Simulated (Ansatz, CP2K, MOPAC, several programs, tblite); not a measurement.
What each method gives for YSe2 (Immm)

A 6-atom cell of YSe2 (Immm) from a materials database, relaxed with r2SCAN in Ansatz, was computed with several methods. The symmetry is Immm (No. 71, orthorhombic); conventional cell a = 4.085 Å, b = 5.680 Å, c = 13.351 Å, 25.82 Å³ an atom. Y has 8 Se at 2.79–3.11 Å; Se has 4 Y at 2.79–2.94 Å; Se has 1 Se at 2.39 Å and 4 Y at 3.11 Å. The values are computed, spin-unpolarised, and not measurements.

```cif
data_structure
_symmetry_space_group_name_H-M 'Immm'
_symmetry_Int_Tables_number 71
_cell_length_a 4.0851
_cell_length_b 5.6802
_cell_length_c 13.3511
_cell_angle_alpha 90.000
_cell_angle_beta 90.000
_cell_angle_gamma 90.000
_cell_volume 309.80
loop_
_atom_site_label
_atom_site_type_symbol
_atom_site_symmetry_multiplicity
_atom_site_Wyckoff_symbol
_atom_site_fract_x
_atom_site_fract_y
_atom_site_fract_z
_atom_site_occupancy
Y1 Y 4 i 0.00000 0.00000 0.84922 1
Se1 Se 4 j 0.50000 0.00000 0.70659 1
Se2 Se 4 h 0.50000 0.78971 0.00000 1
```

Gaps and times are for a single point on this cell; volume and bulk modulus come from each method's own relaxation or energy curve at fixed shape, which is too stiff where a cell has free coordinates or axes. Times are rough, from shared hosts (Arm Neoverse V1), and each method has its own mesh and cell size. A double dagger marks a value from a curve with shape and coordinates held. PM7 (MOPAC): levels, charges or heat of formation failed a check of plausibility, so no values are given. PM6 (MOPAC), PM7 (MOPAC), GFN1-xTB (tblite), GFN2-xTB (tblite) treat a cluster of cells at its zone centre, which samples few k points: where these miss a band edge, the gap comes out too large for that reason alone. Gaps from k meshes are read at a limited set of points (mesh, symmetry points, PBE's band edges), so each method's own least gap may be somewhat smaller. xTB and the PM methods were fitted mostly to molecules, and can miss a solid's gap by electronvolts. Minimal bases can be far off for gaps. d marks a direct gap, i an indirect one (no mark: not told apart), a dash a value that wasn't computed or didn't pass its checks.

```
                          method              kind  gap (eV)  own volume (Å³/atom)  bulk modulus (GPa)  atoms computed  processor time
               GFN1-xTB (tblite)     tight binding      0.27                25.51‡                 52‡              48           3.2 s
               GFN2-xTB (tblite)     tight binding      0.20                     –                   –              48           5.3 s
light PBE (260 eV, its own mesh)  light plane-wave    0.26 i                26.09‡                 65‡               6           6.1 s
                     PM7 (MOPAC)    semi-empirical         –                     –                   –              48            22 s
                     PM6 (MOPAC)    semi-empirical      2.89                     –                   –              48            27 s
                  PBE/SZV (CP2K)       small basis    0.56 i                26.65‡                 67‡               6            48 s
                             PBE         semilocal    0.26 i                 25.95                 64‡               6            48 s
                 PBE/DZVP (CP2K)       small basis    0.21 i                26.11‡                 65‡               6            97 s
                          r2SCAN         semilocal    0.52 i                 25.82                 69‡               6           100 s
```

Against r2SCAN (0.52 eV) the nearest gap at the points sampled is that of PBE/SZV (CP2K) (+0.04 eV) and the farthest that of PM6 (MOPAC) (+2.37 eV). r2SCAN is only a yardstick of convenience: semilocal gaps usually lie below measured ones, which GLLB-SC and hybrids aim to mend.

Volumes against r2SCAN's: PBE +0.5 %.

Runs without a result: GLLB-SC (GPAW) (single point, out of time).

Spin-orbit coupling is left out.
